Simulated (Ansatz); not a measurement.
## BBr₂HO, SMILES OB(Br)Br: a rigid scan of one bond angle, step by step

With Ansatz's Python interface.

Notebook, run cell by cell (the value of a cell's last expression is shown):

In [1]:
```python
import ansatz as az
from ase import Atoms
```

In [2]:
```python
atoms = Atoms(["O", "B", "Br", "Br", "H"], positions=[
    [0.4189, 1.1216, -0.1349],
    [0.0656, -0.2647, -0.141],
    [1.0781, -1.4967, 1.0231],
    [-1.2986, -0.9748, -1.3251],
    [-0.2142, 1.5409, 0.5364],
])
```

In [3]:
```python
# start the scan from a relaxed geometry
first = az.Crystal.molecule_from_ase(atoms).calculation()
first = first.basis(gaussian="def2-SVP")
first = first.functional("pbe0")
first = first.relax(force_tolerance=0.02, max_steps=80)
atoms.positions = first.run(threads=1).report["positions_ang"]
```

In [4]:
```python
rows = []
for angle in [90, 100, 110, 120, 135, 150, 165, 179]:
    bent = atoms.copy()
    bent.set_angle(1, 0, 4, angle, indices=[4])
    calculation = az.Crystal.molecule_from_ase(bent).calculation().basis(gaussian="def2-SVP").functional("pbe0")
    rows.append((angle, calculation.run(threads=1).report["free_energy_ev"]))
floor = min(e for _, e in rows)
for angle, e in rows:
    print(f"angle B1-O0-H4 = {angle:3d} deg   {1000 * (e - floor):9.1f} meV")
```
```text
angle B1-O0-H4 =  90 deg       325.2 meV
angle B1-O0-H4 = 100 deg        94.8 meV
angle B1-O0-H4 = 110 deg         0.0 meV
angle B1-O0-H4 = 120 deg        11.4 meV
angle B1-O0-H4 = 135 deg       159.4 meV
angle B1-O0-H4 = 150 deg       369.6 meV
angle B1-O0-H4 = 165 deg       545.5 meV
angle B1-O0-H4 = 179 deg       616.7 meV
```

Notes:
- The settings weren't tested for convergence.
- The scan is rigid, and the energies are electronic, in a modest basis. The zero is the lowest point of the grid, which needn't be the minimum.
- Timing: 78 s on 1 thread of Arm Neoverse V1, with other jobs on the host, peak memory 0.3 GiB.
